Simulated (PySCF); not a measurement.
**CoSe₃⁻: singlet, from a trigonal planar start**

Aim: relax CoSe₃⁻ as a singlet from a hand-made trigonal planar geometry, check by its vibrations whether the end is a minimum, and collect its spectrum and constants.

Method: PBE0, basis Co def2-TZVPD, Se def2-TZVPD, no relativity, density fitting; program: PySCF 2.14.0.

4 atoms, charge -1, spin multiplicity 1.

Bond lengths: Co1–Se2 2.100 Å, Co1–Se3 2.100 Å, Co1–Se4 2.100 Å. Angles: Se2–Co1–Se3 120.0°, Se2–Co1–Se4 120.0°, Se3–Co1–Se4 120.0°.

```xyz
4
charge -1 multiplicity 1
Co    0.0000    0.0000    0.0000
Se    2.1000    0.0000    0.0000
Se   -1.0500    1.8187    0.0000
Se   -1.0500   -1.8187    0.0000
```

```
                            quantity                                                                     value
                             minimum                                                              singlet, C2v
                            geometry  Co–Se 2.084 Å, Co–Se 2.123 Å (×2); Se–Co–Se 114.0°, Se–Co–Se 123.0° (×2)
                  wavenumbers (cm⁻¹)                  57 (b1), 75 (b2), 103 (a1), 258 (a1), 349 (b2), 450 (a1)
      dipole moment (centre of mass)                                                                    1.04 D
highest occupied, lowest empty level                                                           -1.64, -0.07 eV
          polar-tensor charge of Co1                                                                   +1.20 e
                   zero-point energy                                                                7.7 kJ/mol
                 entropy at 298.15 K                                                           369.2 J/(mol K)
```

In words: The trigonal planar start (D3h) ends in a minimum of C2v symmetry. In the infrared the band at 349 cm⁻¹ (b2) leads. The first SCF alone would have been 1 kJ/mol too high. Only this shape and spin were tried, so other structures or states may lie lower. The stability of the closed-shell solution was not tested.

**Question.** Which input and command would start the first run of this session?

The input that was used; it is not the only one that fits:

One driver script runs all steps and calls PySCF; scf.py shows how it sets up the SCF of each step. The optimiser is the driver's own. After this first run the driver tries any further starts and a stability analysis.

File scf.py:

```python
from pyscf import gto, scf, dft
mol = gto.M(atom='''
Co     0.000000     0.000000     0.000000
Se     2.100000     0.000000     0.000000
Se    -1.050000     1.818700     0.000000
Se    -1.050000    -1.818700     0.000000''',
    basis={'Co': 'def2-TZVPD', 'Se': 'def2-TZVPD'},
    charge=-1, spin=0)
mf = dft.RKS(mol, xc='PBE0')
mf.grids.atom_grid = (50, 194)
aux = {'Co': 'def2-universal-JKFIT', 'Se': 'def2-universal-JKFIT'}
mf = mf.density_fit(auxbasis=aux)
mf.conv_tol = 1e-08
mf.diis_space = 10
mf.max_cycle = 60
mf.init_guess = 'minao'
mf.verbose = 4
mf.kernel()
```

Launch:

```console
OMP_NUM_THREADS=8 python axn.py task.json out
```
